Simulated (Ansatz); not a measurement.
# ZnB2: from a guess to a relaxed structure, part 2 of 2

Aim: relax a trial structure of ZnB2 and see where it ends.

Ansatz 0.2.0; DFT PBE, scalar-relativistic, plane waves, PAW.

### 4 Variant: mp_grid.grid [24, 24, 24], dr2_threshold 1.0e-11

input.yaml reads:

```yaml
crystal:
  lattice:
    - [0.0, 2.3934045107, 2.3934045107]
    - [2.3934045107, 0.0, 2.3934045107]
    - [2.3934045107, 2.3934045107, 0.0]
  atoms:
    - { symbol: Zn, position: [0.0, 0.0, 0.0] }
    - { symbol: B, position: [0.25, 0.25, 0.25] }
    - { symbol: B, position: [0.5, 0.5, 0.5] }
basis:
  ecutwfc: 420
kpoints:
  mp_grid: { grid: [24, 24, 24] }
hamiltonian:
  xc: pbe
scf:
  occupations: { method: gaussian, width: 0.1 }
  convergence: { dr2_threshold: 1.0e-11 }
output:
  forces: true
  eigenvalues: true
  stress: true
```

The run is started by

```sh
> ansatz run input.yaml --threads 1 --pin off --max-ram 2048MiB --backend cpu --events-out ev --progress --plain --runs-dir out
```

Standard output:

```text
Warning: RAYON_NUM_THREADS=1 ignored (pool sized by the plan → 1); use --threads N
Engine: ansatz 0.2.0, x86_64-unknown-linux-gnu
Pseudopotentials: kind: paw
Pseudopotential: Zn, paw, valence charge 12, recommended cutoff 420 eV (normal), Zn.paw.azcp
Pseudopotential: B, paw, valence charge 3, recommended cutoff 420 eV (normal), B.paw.azcp
Functional definition: PBE
  parameter kappa = 0.804
  parameter beta = 0.06672455060314922
  exchange = pbe_x(kappa = kappa, mu = beta*pi^2/3)
  correlation = pbe_c(beta = beta)
Crystal: 3 atoms, lattice volume = 27.421 Å³
Basis set: ecut = 420 eV, 531 PW (Γ), exchange–correlation on 48×48×48 points (8 copies of the dense FFT grid, shifted against one another)
Bands: 13, of which v1, the nominal top of the filled ones, is band 9 counted from 1 (8 counted from 0)
Symmetry: 24 space group operations
Space group: F-43m (ITA 216), of the structure as read, at distance tolerance 3.0e-5 Å
k-points: 413 of 13824 (time reversal used)
Non-local potential: Zn, projectors of the file, l = 0: 2, l = 1: 2, l = 2: 3, l = 3: 1
Non-local potential: B, projectors of the file, l = 0: 2, l = 1: 2, l = 2: 1
PAW form: soft (Blöchl's): semilocal exchange-correlation on the pseudo side does not see the compensation charge
PAW one-centre angular grid: Zn, 590 points (default); XC on 64 Gauss nodes
PAW one-centre angular grid: B, 110 points (default); XC on 64 Gauss nodes
Initial density: superposition of atomic densities (neutral atoms: chi_scale 0, normalization atom), corrected by the library's trained network
Initial wavefunctions: pseudopotential atomic-orbital guess
Functional: x = pbe(κ = 0.804, μ = 0.2195149727645171), c = pbe(β = 0.06672455060314922)
SCF iter   1: F=—  HF=-3628.756521 eV  |F-HF|=—  |Δ(HF+E_count)|=         —  Δρ=4.34e-3  dr2=2.81e-3  ethr=1.77e-3  ⟨swp⟩=5.1  Hψ=27674  notcnv=0
preconditioner: auto → none  [metal: Δε(μ)=0.036 eV  Ē_g=12.048 eV  σ=0.100 eV  W_gap=0.20  n_scr=8 (ndim 8)  ℏωp=30.1 eV  f_vac=0.000  D(μ)=0.29/eV (n_scr^D=0)  sad-step TF]
SCF iter   2: F=—  HF=-3628.756665 eV  |F-HF|=—  |Δ(HF+E_count)|=   1.44e-4  Δρ=1.83e-3  dr2=7.55e-4  ethr=1.56e-5  ⟨swp⟩=2.3  Hψ=11629  notcnv=0
SCF iter   3: F=—  HF=-3628.756485 eV  |F-HF|=—  |Δ(HF+E_count)|=   1.80e-4  Δρ=9.43e-4  dr2=1.23e-4  ethr=4.20e-6  ⟨swp⟩=2.5  Hψ=9048  notcnv=0
SCF iter   4: F=—  HF=-3628.756432 eV  |F-HF|=—  |Δ(HF+E_count)|=   5.33e-5  Δρ=1.05e-4  dr2=2.39e-6  ethr=6.83e-7  ⟨swp⟩=2.1  Hψ=8159  notcnv=0
SCF iter   5: F=—  HF=-3628.756446 eV  |F-HF|=—  |Δ(HF+E_count)|=   1.44e-5  Δρ=4.12e-5  dr2=1.96e-7  ethr=1.33e-8  ⟨swp⟩=2.0  Hψ=9092  notcnv=0
SCF iter   6: F=—  HF=-3628.756446 eV  |F-HF|=—  |Δ(HF+E_count)|=   3.05e-7  Δρ=5.42e-6  dr2=7.48e-9  ethr=1.09e-9  ⟨swp⟩=2.4  Hψ=8875  notcnv=0
SCF iter   7: F=-3628.756446 eV  HF=-3628.756446 eV  |F-HF|=1.82e-12  |Δ(HF+E_count)|=  9.02e-10  Δρ=2.07e-7  dr2=7.95e-12  ethr=1.00e-12  ⟨swp⟩=5.1  Hψ=30137  notcnv=0
SCF 1 converged in 7 iterations: F = -3628.756446 eV  dr2 = 7.95e-12
SCF converged after 7 iterations
Free energy (F): -3628.756446 eV
Harris-Foulkes:  -3628.756446 eV  (|F-HF|=1.82e-12)
Internal energy: -3628.755001 eV  (E = F + TS)
E sigma→0 (E₀):  -3628.755724 eV
Entropy (-TS):   -0.001446 eV (-0.482 meV/atom)
Fermi energy:    12.060590 eV
--- Per-component energies (eV) ---
  E_band       = 84.370833
  E_kinetic    = 225.712511
  E_local      = -1671.530771  (includes V_loc(G=0)·N_el)
  E_nonlocal   = 632.909645
  E_hartree    = 710.745412
  E_xc         = -201.885357
  E_vxc        = -129.012167  (∫ρ·V_xc dr)
  E_paw        = -1980.972318  (= ΣΔE_a)
  E_vpaw       = -395.198800  (= ΣTr[D̂ρ^β])
  E_aug_tail   = -0.000382  (compensation charges beyond the density's cutoff)
  E_ewald      = -1343.733742
  E_smearing   = -0.001446  (= −TS)
  E_closure    = -0.000000  (closes the sum)
  Σ components = -3628.756446   (vs F -3628.756446, Δ=0.00e0)
--- Forces (eV/Å), atoms counted from 1 ---
  atom   1  Zn     0.00000000     0.00000000     0.00000000
  atom   2  B      0.00000000     0.00000000    -0.00000000
  atom   3  B     -0.00000000    -0.00000000    -0.00000000
  max |Σ_I F_I| component: 1.02e-16 eV/Å
--- Stress (GPa, compression-positive) ---
       -0.006085      -0.000000      -0.000000
       -0.000000      -0.006085       0.000000
       -0.000000       0.000000      -0.006085
  P = ⅓ Tr σ = -0.0061 GPa (-0.061 kbar)
--- Band table (eV; the first three rows and the last of 413) ---
  k-point 0: bands = ["-2.4956", "3.4212", "3.4212", "3.4212", "3.9023", "3.9023", "12.1140", "12.1140", "12.1140", "14.4651", "14.4651", "14.4651", "16.8289"]
  k-point 1: bands = ["-2.4661", "3.4157", "3.4243", "3.4243", "3.8984", "3.8984", "11.8401", "12.0692", "12.0692", "14.5264", "14.5264", "14.5873", "16.9005"]
  k-point 2: bands = ["-2.3778", "3.3993", "3.4329", "3.4329", "3.8877", "3.8877", "11.1871", "11.9514", "11.9514", "14.6886", "14.6886", "14.7934", "17.1167"]
  k-point 412: bands = ["2.0731", "2.1449", "3.5235", "3.7089", "3.9972", "5.4392", "5.6659", "5.9478", "6.0268", "16.5657", "16.8522", "17.6894", "17.9685"]
```

Run time: 7.4 s. Hardware: 1 thread of Intel Xeon 6975P-C (Granite Rapids), shared host; peak memory 0.48 GiB.

| run | ending | energy change | pressure (GPa) | gap (eV) | force (eV/Å) | cycles | time |
| --- | --- | --- | --- | --- | --- | --- | --- |
| step 3 | converged | 0 | 0.0 | 0.00 | 0.00 | - | 21 s |
| variant | converged | +0.1 meV/atom | 0.0 | 0.00 | 0.00 | 7 | 7.4 s |

Changing the k-point mesh and convergence setting hardly moves the energy: +0.1 meV/atom.

### 5 Summary of results

This closing draws on all 2 parts. Changes of volume or cell count from the first structure of part 1.

| quantity | value |
| --- | --- |
| symmetry at the end (tolerance 0.05 Å) | space group F-43m (No. 216) |
| conventional cell | a = 4.787 Å, b = 4.787 Å, c = 4.787 Å, α = 90.00°, β = 90.00°, γ = 90.00° |
| volume | 9.14 Å³/atom |
| energy over the elements | +0.70 eV/atom |
| gap on the mesh | none (metal) |

In words: The space group F-43m (No. 216) is kept, and the volume per atom shrinks by 1.5 % from the first guess. The formation energy is positive, so the separate elements lie lower. No finished test with a distortion of lower symmetry is shown, so the end may be a saddle point.
